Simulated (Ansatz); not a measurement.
**Alloy of GaAs and AlAs (4 of 32 Ga sites exchanged), 64 atoms**

The task here is to estimate one member of a computed series from the others.

Program: Ansatz 0.2.0, PAW, plane waves. These are calculated values, not measurements.

**The starting cell**

64 atoms (4 Al, 28 Ga, 32 As); a = 11.323 Å, b = 11.323 Å, c = 11.323 Å, α = 90.00°, β = 90.00°, γ = 90.00°. All atoms were shaken off their sites by about 0.02 Å along each axis.

Plan of the steps: (2) PBEsol cell relaxation at the single k point (¼, ¼, ¼), on 1 × NVIDIA H100 80GB HBM3 with 11 threads of AMD EPYC 7R13; (3) PBE single point at the Γ point alone, on 1 × NVIDIA H100 80GB HBM3 with 11 threads of AMD EPYC 7R13; (4) r²SCAN single point at the Γ point alone, on 1 × NVIDIA H100 80GB HBM3 with 11 threads of AMD EPYC 7R13; (5) HSE06 single point at the Γ point alone, on 1 × NVIDIA H100 80GB HBM3 with 11 threads of AMD EPYC 7R13; (6) HSE06 with spin–orbit coupling single point at the Γ point alone, on 1 × NVIDIA H100 80GB HBM3 with 11 threads of AMD EPYC 7R13.

Set-up of the first run:

Contents of in.yaml:

```yaml
crystal:
  lattice:
    - [11.323102, 0.000000, 0.000000]
    - [0.000000, 11.323102, 0.000000]
    - [0.000000, 0.000000, 11.323102]
  atoms:
    - { symbol: Al, position: [0.997722, 0.001227, 0.003784] }
    - { symbol: Al, position: [0.251785, 0.999413, 0.750747] }
    - { symbol: Al, position: [0.752212, 0.499723, 0.250731] }
    - { symbol: Al, position: [0.997679, 0.749838, 0.747014] }
    - { symbol: Ga, position: [0.998048, 0.997277, 0.501996] }
    - { symbol: Ga, position: [0.999568, 0.501702, 0.995567] }
    - { symbol: Ga, position: [0.999726, 0.502035, 0.498389] }
    - { symbol: Ga, position: [0.498150, 0.999558, 0.999273] }
    - { symbol: Ga, position: [0.497572, 0.998140, 0.498907] }
    - { symbol: Ga, position: [0.499541, 0.500972, 0.000968] }
    - { symbol: Ga, position: [0.499805, 0.503745, 0.499028] }
    - { symbol: Ga, position: [0.251043, 0.251507, 0.997252] }
    - { symbol: Ga, position: [0.249944, 0.251437, 0.501341] }
    - { symbol: Ga, position: [0.252709, 0.751532, 0.998675] }
    - { symbol: Ga, position: [0.254182, 0.748609, 0.502416] }
    - { symbol: Ga, position: [0.753158, 0.252910, 0.997996] }
    - { symbol: Ga, position: [0.747922, 0.249340, 0.500181] }
    - { symbol: Ga, position: [0.748919, 0.749649, 0.000950] }
    - { symbol: Ga, position: [0.751024, 0.753491, 0.500709] }
    - { symbol: Ga, position: [0.249272, 0.000980, 0.250204] }
    - { symbol: Ga, position: [0.248007, 0.501790, 0.248392] }
    - { symbol: Ga, position: [0.249071, 0.500383, 0.748709] }
    - { symbol: Ga, position: [0.750259, 0.003127, 0.250720] }
    - { symbol: Ga, position: [0.750557, 0.000271, 0.748472] }
    - { symbol: Ga, position: [0.747349, 0.501449, 0.750384] }
    - { symbol: Ga, position: [0.001875, 0.252008, 0.249348] }
    - { symbol: Ga, position: [0.001625, 0.250653, 0.751387] }
    - { symbol: Ga, position: [0.999713, 0.750562, 0.251750] }
    - { symbol: Ga, position: [0.499529, 0.250257, 0.250135] }
    - { symbol: Ga, position: [0.500949, 0.247834, 0.748201] }
    - { symbol: Ga, position: [0.497550, 0.748231, 0.250634] }
    - { symbol: Ga, position: [0.499313, 0.749504, 0.751238] }
    - { symbol: As, position: [0.125308, 0.125376, 0.125134] }
    - { symbol: As, position: [0.125007, 0.125842, 0.625700] }
    - { symbol: As, position: [0.122529, 0.624995, 0.124786] }
    - { symbol: As, position: [0.125879, 0.626150, 0.624282] }
    - { symbol: As, position: [0.623111, 0.122796, 0.125902] }
    - { symbol: As, position: [0.625500, 0.125227, 0.623525] }
    - { symbol: As, position: [0.626417, 0.627773, 0.124400] }
    - { symbol: As, position: [0.625063, 0.622957, 0.624353] }
    - { symbol: As, position: [0.375489, 0.379104, 0.123774] }
    - { symbol: As, position: [0.377649, 0.374390, 0.624076] }
    - { symbol: As, position: [0.373290, 0.876660, 0.126385] }
    - { symbol: As, position: [0.374872, 0.876771, 0.625881] }
    - { symbol: As, position: [0.874152, 0.375865, 0.124114] }
    - { symbol: As, position: [0.877746, 0.375683, 0.623681] }
    - { symbol: As, position: [0.873311, 0.872874, 0.125837] }
    - { symbol: As, position: [0.877076, 0.872291, 0.625811] }
    - { symbol: As, position: [0.373909, 0.125779, 0.374223] }
    - { symbol: As, position: [0.374407, 0.126838, 0.874435] }
    - { symbol: As, position: [0.374074, 0.624876, 0.374528] }
    - { symbol: As, position: [0.375266, 0.622412, 0.875123] }
    - { symbol: As, position: [0.877156, 0.122692, 0.379178] }
    - { symbol: As, position: [0.874676, 0.121732, 0.874262] }
    - { symbol: As, position: [0.874560, 0.624137, 0.374618] }
    - { symbol: As, position: [0.872950, 0.624987, 0.871174] }
    - { symbol: As, position: [0.125223, 0.374253, 0.374845] }
    - { symbol: As, position: [0.126340, 0.375765, 0.876997] }
    - { symbol: As, position: [0.124258, 0.877096, 0.374008] }
    - { symbol: As, position: [0.125627, 0.874862, 0.873412] }
    - { symbol: As, position: [0.627263, 0.374940, 0.374595] }
    - { symbol: As, position: [0.627994, 0.374728, 0.873882] }
    - { symbol: As, position: [0.624114, 0.873562, 0.376315] }
    - { symbol: As, position: [0.627521, 0.873031, 0.874509] }
  symmetry: { detect: false }
kpoints:
  mp_grid: { grid: [1, 1, 1], shift: [0.25, 0.25, 0.25] }
hamiltonian:
  xc: pbesol
scf:
  occupations: { method: fermi_dirac, width: 0.01 }
relax:
  f_tol: 0.03
  max_steps: 80
  escape_saddle: false
  adjacent_minimum: "off"
  cell: { fix: [shape] }
output:
  forces: true
  eigenvalues: true
  populations: true
```

Run with:

```bash
$ ansatz run in.yaml --threads 11 --pin off --max-ram 161500MiB --runs-dir r --events-out ev --progress --plain --backend cuda --devices 0, --max-vram 75GiB
```

Among the steps run: Relaxing cell and atoms with PBEsol; PBE on the final geometry; r²SCAN on the same atoms; HSE06 on the same atoms; HSE06 with spin–orbit coupling on the same atoms.

One table of the session follows, with a row left open; its other results are not shown here.

```
                         level  top filled to lowest empty (eV)
            PBEsol, relaxation                                ?
                           PBE                             0.65
                        r²SCAN                             1.16
                         HSE06                             1.61
HSE06 with spin–orbit coupling                             1.49
```

**Question.** Estimate the row for PBEsol, relaxation.

The run gave: top filled to lowest empty (eV): 1.37. In the column «top filled to lowest empty (eV)» it lies between r²SCAN (1.16) and HSE06 with spin–orbit coupling (1.49).

At the same k points, PBE gives a spacing 0.96 eV smaller and r²SCAN gives a spacing 0.45 eV smaller than the 1.61 eV of HSE06. Rows on different k points differ by sampling as well as by level. With one k point the spacing samples only the states that fold onto it, so it can exceed the gap over the zone.
